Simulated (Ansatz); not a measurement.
**Ge: an axial (c/a) deformation path**

One table from this session's results is given with a row withheld; the runs are named, their logs left out.

Program: Ansatz 0.2.0. Level of theory: DFT r2SCAN, scalar-relativistic, plane waves, PAW. These are calculated values, not measurements.

### Starting point

It takes space group Cmmm (No. 65, orthorhombic). Conventional cell: a = 2.794 Å, b = 5.201 Å, c = 2.698 Å, α = 90.00°, β = 90.00°, γ = 90.00°. Ge (site symmetry mmm) has 8 Ge at 2.70 to 2.95 Å in its first shell of neighbours.

Coordinates:

```cif
data_structure
_symmetry_space_group_name_H-M 'P 1'
_symmetry_Int_Tables_number 1
_cell_length_a 2.9521
_cell_length_b 2.9521
_cell_length_c 2.6982
_cell_angle_alpha 90.000
_cell_angle_beta 90.000
_cell_angle_gamma 123.505
_cell_volume 19.61
loop_
_atom_site_label
_atom_site_type_symbol
_atom_site_fract_x
_atom_site_fract_y
_atom_site_fract_z
_atom_site_occupancy
Ge1 Ge 0.50000 0.50000 0.00000 1
```

It goes back to an entry of the Materials Project, which need not be the stable form.

No relaxation comes first: the listed cell is the starting point.

### Zero of energy

The reference gives a free energy of -4302.5070 eV, pressure -3.16 GPa, largest force 0.000 eV/Å and gap on the mesh none (metal). It was computed beforehand with the settings of the runs below.

Set-up of the first run:

At fixed volume and fractional coordinates, lengths along (0.000, 0.000, 1.000) are scaled against those across it; ρ is that ratio over its starting value.

Contents of input.yaml:

```yaml
crystal:
  lattice:
    - [1.4749243616, -2.7452794234, 0.0]
    - [1.4749243616, 2.7452794234, 0.0]
    - [0.0, 0.0, 2.4211688516]
  atoms:
    - { symbol: Ge, position: [0.5, 0.5, 0.0] }
basis:
  ecutwfc: 500
kpoints:
  mp_grid: { grid: [22, 22, 20] }
hamiltonian:
  xc: r2scan
scf:
  occupations: { method: gaussian, width: 0.15 }
output:
  forces: true
  stress: true
  eigenvalues: true
```

On the command line:

```
$ ansatz run input.yaml --threads 1 --pin off --max-ram 2560MiB --backend cpu --events-out ev --progress --plain --runs-dir out
```

Steps of the session up to this table: ρ = 0.850; Point ρ = 1.200; At ρ = 0.920; Point ρ = 1.100; Point ρ = 0.960; Point ρ = 1.050; ρ = 0.800; Point ρ = 1.300.

One of the session's tables, all rows but one given; the rest of the session is left out.

```
    ρ  ΔE (meV/atom)  pressure (GPa)
0.800          360.1             5.0
0.850          179.4             0.7
0.920           41.4            -2.2
0.960            7.5            -3.0
1.000            0.0            -3.2
1.050           18.1            -2.7
1.100              ?               ?
1.200          185.2             1.5
1.300          343.0             6.0
```

**Question.** Estimate the row for ρ = 1.100.

Worked estimate for «ΔE (meV/atom)». A straight line through the neighbours (1.050, 18.1) and (1.200, 185.2) gives 18.1 + (185.2 − 18.1) × (1.100 − 1.050) / (1.200 − 1.050) = 73.8; a parabola fitted to 4 rows on both sides gives 65.0.

The run gave: ΔE (meV/atom): 59.7; pressure (GPa): -1.7. In «ΔE (meV/atom)» the line misses by +14.1 and the parabola by +5.3.
